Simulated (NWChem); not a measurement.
# B3LYP5/def2-SVP run of BGeNH6 (SMILES B[NH][GeH3]), part 2 of 2

NWChem 7.3.0. Earlier steps stand in the parts before.

**3. The doublet anion**

Input file m1.nw:

```
start m1
memory stack 880 mb heap 220 mb global 1100 mb
charge -1
geometry noautosym nocenter noautoz
   B       -0.874000       0.629500      -1.162900
   N       -0.023300       0.687100      -0.062700
   Ge       0.665200      -0.761400       0.866600
   H       -1.217900      -0.440700      -1.581000
   H       -1.249100       1.647000      -1.674800
   H        0.253900       1.598400       0.272500
   H        2.201600      -0.714800       0.804900
   H        0.114900      -2.015200       0.184600
   H        0.217300      -0.676000       2.335700
end
basis spherical bse
   B library def2-SVP
   N library def2-SVP
   Ge library def2-SVP
   H library def2-SVP
end
dft
   xc vwn_5 0.19 lyp 0.81 hfexch 0.20 slater 0.80 becke88 nonlocal 0.72
   mult 2
   grid coarse
   convergence energy 1e-07
   iterations 150
   mulliken
   print medium
end
property
   dipole
   octupole
   quadrupole
end
task dft property
```

Run with:

```bash
$ nwchem m1.nw > m1.out
```

The log of the run:

```text
Northwest Computational Chemistry Package (NWChem) 7.3.0
             --------------------------------------------------------

           Job information
           ---------------

    nwchem branch   = 7.3.0
    use scalapack   = T
    input           = m1.nw
    prefix          = m1.
    data base       = ./m1.db
    status          = startup
    nproc           =        1

           Memory information
           ------------------

    heap     =     28835838 doubles =      220.0 Mbytes
    stack    =    115343355 doubles =      880.0 Mbytes
    global   =    144179200 doubles =     1100.0 Mbytes (distinct from heap & stack)
    total    =    288358393 doubles =     2200.0 Mbytes
    verify   = yes
    hardfail = no

           Directory information
           ---------------------

  0 permanent = .
  0 scratch   = .

                                NWChem Input Module
                                -------------------

 Scaling coordinates for geometry "geometry" by  1.889725989
 (inverse scale =  0.529177249)

                             Geometry "geometry" -> ""
                             -------------------------

 Output coordinates in angstroms (scale by  1.889725989 to convert to a.u.)

  No.       Tag          Charge          X              Y              Z
 ---- ---------------- ---------- -------------- -------------- --------------
    1 B                    5.0000    -0.87400000     0.62950000    -1.16290000
    2 N                    7.0000    -0.02330000     0.68710000    -0.06270000
    3 Ge                  32.0000     0.66520000    -0.76140000     0.86660000
[... 5 lines of this table left out ...]
    9 H                    1.0000     0.21730000    -0.67600000     2.33570000

      Atomic Mass
      -----------

      B                 11.009310
      N                 14.003070
      Ge                73.921900
      H                  1.007825

 Effective nuclear repulsion energy (a.u.)     177.5345250248

            Nuclear Dipole moment (a.u.)
            ----------------------------
        X                 Y               Z
 ---------------- ---------------- ----------------
    32.2651815290   -32.1421603672    41.2332541530

            XYZ format geometry
            -------------------
     9
 geometry
 B                    -0.87400000     0.62950000    -1.16290000
 N                    -0.02330000     0.68710000    -0.06270000
 Ge                    0.66520000    -0.76140000     0.86660000
[... 5 lines of this table left out ...]
 H                     0.21730000    -0.67600000     2.33570000

 ==============================================================================
                                internuclear distances
 ------------------------------------------------------------------------------
       center one      |      center two      | atomic units |  angstroms
 ------------------------------------------------------------------------------
    2 N                |   1 B                |     2.63035  |     1.39192
    3 Ge               |   2 N                |     3.50277  |     1.85359
    4 H                |   1 B                |     2.26641  |     1.19933
[... 4 lines of this table left out ...]
    9 H                |   3 Ge               |     2.90684  |     1.53823
 ------------------------------------------------------------------------------
                         number of included internuclear distances:          8
 ==============================================================================

 ==============================================================================
                                 internuclear angles
 ------------------------------------------------------------------------------
        center 1       |       center 2       |       center 3       |  degrees
 ------------------------------------------------------------------------------
    2 N                |   1 B                |   4 H                |   119.19
    2 N                |   1 B                |   5 H                |   119.57
    4 H                |   1 B                |   5 H                |   121.24
    1 B                |   2 N                |   3 Ge               |   126.22
    1 B                |   2 N                |   6 H                |   117.87
    3 Ge               |   2 N                |   6 H                |   115.90
    2 N                |   3 Ge               |   7 H                |   109.10
    2 N                |   3 Ge               |   8 H                |   106.46
    2 N                |   3 Ge               |   9 H                |   109.10
    7 H                |   3 Ge               |   8 H                |   111.48
    7 H                |   3 Ge               |   9 H                |   109.11
    8 H                |   3 Ge               |   9 H                |   111.50
 ------------------------------------------------------------------------------
                            number of included internuclear angles:         12
 ==============================================================================

                      Basis "ao basis" -> "" (spherical)
                      -----
  [basis functions not shown]

 Summary of "ao basis" -> "" (spherical)
 ------------------------------------------------------------------------------
       Tag                 Description            Shells   Functions and Types
 ---------------- ------------------------------  ------  ---------------------
 B                          def2-SVP                 6       14   3s2p1d
 N                          def2-SVP                 6       14   3s2p1d
[... 7 lines left out ...]
  convergence criterion.
[... 15 lines left out ...]
  convergence criterion.
[... 15 lines left out ...]
          Convergence on energy requested:  1.00D-07
          Convergence on density requested:  1.00D-05
          Convergence on gradient requested:  5.00D-04
[... 22 lines left out ...]
          Spatial weights used:  Erf1
[... 1 line left out ...]
          Convergence Information
[... 1 line left out ...]
          Convergence aids based upon iterative change in
          total energy or number of iterations.
[... 72 lines left out ...]
   convergence    iter        energy       DeltaE   RMS-Dens  Diis-err    time
[... 13 lines left out ...]
         Total DFT energy =    -2159.686539461053
      One electron energy =    -3368.888834514202
           Coulomb energy =     1123.994755862755
    Exchange-Corr. energy =      -92.326985834378
 Nuclear repulsion energy =      177.534525024771
[... 5 lines left out ...]
                    DFT Final Alpha Molecular Orbital Analysis
[... 640 lines left out ...]
                     DFT Final Beta Molecular Orbital Analysis
[... 717 lines left out ...]
   alpha     71     72     73     74     75     76     77     78     79     80
    beta     71     72     73     74     75     76     77     78     79     80
 overlap   1.000  1.000  0.989  0.989  1.000  1.000  0.998  0.998  1.000  1.000

   alpha     81     82     83     84     85     86     87     88     89     90
    beta     81     82     83     84     85     86     87     88     89     90
 overlap   1.000  1.000  1.000  1.000  1.000  1.000  1.000  1.000  1.000  1.000

     --------------------------
     Expectation value of S2:
     --------------------------
      <S2> =      0.7519 (Exact =     0.7500)

 center of mass
 --------------
 x =   0.71188173 y =  -0.72611339 z =   0.91307320

 moments of inertia (a.u.)
 ------------------
         380.165168647720         112.904470508883        -146.957089250233
         112.904470508883         328.048524370041         150.458681556566
        -146.957089250233         150.458681556566         297.143441766125

     Multipole analysis of the density
     ---------------------------------

     L   x y z        total         alpha         beta         nuclear
     -   - - -        -----         -----         ----         -------
     0   0 0 0     -1.000000    -26.000000    -25.000000     50.000000

     1   1 0 0     -0.431638    -16.975356    -15.721463     32.265182
[... 8 lines of this table left out ...]
     2   0 0 2    -34.897921    -96.432656    -89.654368    151.189103

          -------------
          Dipole Moment
          -------------

 Center of charge (in au) is the expansion point
         X =       0.6453036 Y =      -0.6428432 Z =       0.8246651

   Dipole moment        0.3866922811 A.U.
             DMX        0.2136655671 DMXEFC        0.0000000000
             DMY       -0.1485797399 DMYEFC        0.0000000000
             DMZ        0.2860105008 DMZEFC        0.0000000000
   -EFC- dipole         0.0000000000 A.U.
   Total dipole         0.3866922811 A.U.

   Dipole moment        0.9828811687 Debye(s)
             DMX        0.5430878055 DMXEFC        0.0000000000
             DMY       -0.3776548837 DMYEFC        0.0000000000
             DMZ        0.7269716750 DMZEFC        0.0000000000
   -EFC- dipole         0.0000000000 DEBYE(S)
   Total dipole         0.9828811687 DEBYE(S)

 1 a.u. = 2.541766 Debyes

          -----------------
          Quadrupole Moment
          -----------------

 Center of charge (in au) is the expansion point
         X =       0.6453036 Y =      -0.6428432 Z =       0.8246651

 < R**2 > = 392.078133 a.u.  ( 1 a.u. = 0.280023 10**(-16) cm**2 )
 ( also called diamagnetic susceptibility )

   Second moments in atomic units

   Component  Electronic+nuclear     Point charges             Total
  --------------------------------------------------------------------------
      XX          -32.3586491554          0.0000000000        -32.3586491554
      YY          -33.8979616504          0.0000000000        -33.8979616504
      ZZ          -34.6895744616          0.0000000000        -34.6895744616
      XY            2.6767826423          0.0000000000          2.6767826423
      XZ           -4.1510160963          0.0000000000         -4.1510160963
      YZ            3.6028361171          0.0000000000          3.6028361171

   Second moments in buckingham(s)

   Component  Electronic+nuclear     Point charges             Total
  --------------------------------------------------------------------------
      XX          -43.5195031942          0.0000000000        -43.5195031942
      YY          -45.5897415012          0.0000000000        -45.5897415012
      ZZ          -46.6543902787          0.0000000000        -46.6543902787
      XY            3.6000344202          0.0000000000          3.6000344202
      XZ           -5.5827472091          0.0000000000         -5.5827472091
      YZ            4.8454939251          0.0000000000          4.8454939251

   Quadrupole moments in atomic units

   Component  Electronic+nuclear     Point charges             Total
  --------------------------------------------------------------------------
      XX            1.9351189006          0.0000000000          1.9351189006
      YY           -0.3738498419          0.0000000000         -0.3738498419
      ZZ           -1.5612690587          0.0000000000         -1.5612690587
      XY            4.0151739634          0.0000000000          4.0151739634
      XZ           -6.2265241444          0.0000000000         -6.2265241444
      YZ            5.4042541756          0.0000000000          5.4042541756

   Quadrupole moments in buckingham(s)

   Component  Electronic+nuclear     Point charges             Total
  --------------------------------------------------------------------------
      XX            2.6025626957          0.0000000000          2.6025626957
      YY           -0.5027947648          0.0000000000         -0.5027947648
      ZZ           -2.0997679310          0.0000000000         -2.0997679310
[... 4 lines of this table left out ...]
 1 a.u. = 1.344911 Buckinghams = 1.344911 10**(-26) esu*cm**2

          ---------------
          Octupole Moment
          ---------------

 Center of charge (in au) is the expansion point
         X =       0.6453036 Y =      -0.6428432 Z =       0.8246651

   Third moments in atomic units

   Component  Electronic+nuclear     Point charges             Total
  --------------------------------------------------------------------------
      XXX          21.1061328401          0.0000000000         21.1061328401
      YYY         -23.9876838636          0.0000000000        -23.9876838636
      ZZZ          36.9580603789          0.0000000000         36.9580603789
[... 6 lines of this table left out ...]
      XYZ          -3.3229215886          0.0000000000         -3.3229215886

   Third moments in 10**(-34) esu*cm**3

   Component  Electronic+nuclear     Point charges             Total
  --------------------------------------------------------------------------
      XXX          15.0209814687          0.0000000000         15.0209814687
      YYY         -17.0717467535          0.0000000000        -17.0717467535
      ZZZ          26.3026080749          0.0000000000         26.3026080749
[... 6 lines of this table left out ...]
      XYZ          -2.3648834195          0.0000000000         -2.3648834195

   Octupole moments in atomic units

   Component  Electronic+nuclear     Point charges             Total
  --------------------------------------------------------------------------
      XXX         -24.1121690487          0.0000000000        -24.1121690487
      YYY          13.2900775019          0.0000000000         13.2900775019
      ZZZ          -9.2752297906          0.0000000000         -9.2752297906
[... 6 lines of this table left out ...]
      XYZ          -8.3073039714          0.0000000000         -8.3073039714

   Octupole moments in 10**(-34) esu*cm**3

   Component  Electronic+nuclear     Point charges             Total
  --------------------------------------------------------------------------
      XXX         -17.1603413659          0.0000000000        -17.1603413659
      YYY           9.4583886772          0.0000000000          9.4583886772
      ZZZ          -6.6010697392          0.0000000000         -6.6010697392
[... 6 lines of this table left out ...]
      XYZ          -5.9122085488          0.0000000000         -5.9122085488

 1 a.u. = 0.711688 10**(-34) esu*cm**3

 Task  times  cpu:       94.5s     wall:       94.5s
 Total times  cpu:       94.5s     wall:       94.5s
```

Run time: 95 s. Hardware: 1 thread of Intel Xeon 6975P-C (Granite Rapids), shared host; peak memory 0.12 GiB.

Atomic charges (e):

| atom | Mulliken | Löwdin |
| --- | --- | --- |
| B1 | -0.090 | -0.250 |
| N2 | +0.020 | -0.090 |
| Ge3 | -0.130 | -0.130 |
| H4 | -0.130 | -0.070 |
| H5 | -0.130 | -0.080 |
| H6 | -0.070 | -0.060 |
| H7 | -0.160 | -0.110 |
| H8 | -0.150 | -0.100 |
| H9 | -0.160 | -0.110 |

**4. What came out**

The summary covers parts 1 to 2.

Level: B3LYP5/def2-SVP.

```
                                         quantity           value
                     singlet BGeNH6: total energy  -2159.77777 Eh
                    singlet BGeNH6: dipole moment          1.87 D
                      singlet BGeNH6: HOMO energy        -7.91 eV
                      singlet BGeNH6: LUMO energy         0.22 eV
                    singlet BGeNH6: HOMO–LUMO gap         8.13 eV
                      doublet anion: total energy  -2159.68654 Eh
doublet anion: HOMO energy (highest over α and β)         4.41 eV
 doublet anion: LUMO energy (lowest over α and β)         4.94 eV
                              doublet anion: ⟨S²⟩           0.752
vertical electron affinity (to the doublet anion)       -2.482 eV
```

In words: The anion lies 2.48 eV (57 kcal/mol) above the neutral: the electron isn't bound at this level, and such a value depends on the basis. Without diffuse functions anions come out too high. Mulliken charges (singlet BGeNH6) run from -0.22 on N2 to +0.45 on Ge3; they depend strongly on the basis. Mulliken charges (doublet anion) run from -0.16 on H7 to +0.02 on N2. The HOMO (doublet anion) lies at positive energy, 4.41 eV; only total energies tell whether the electron is bound.
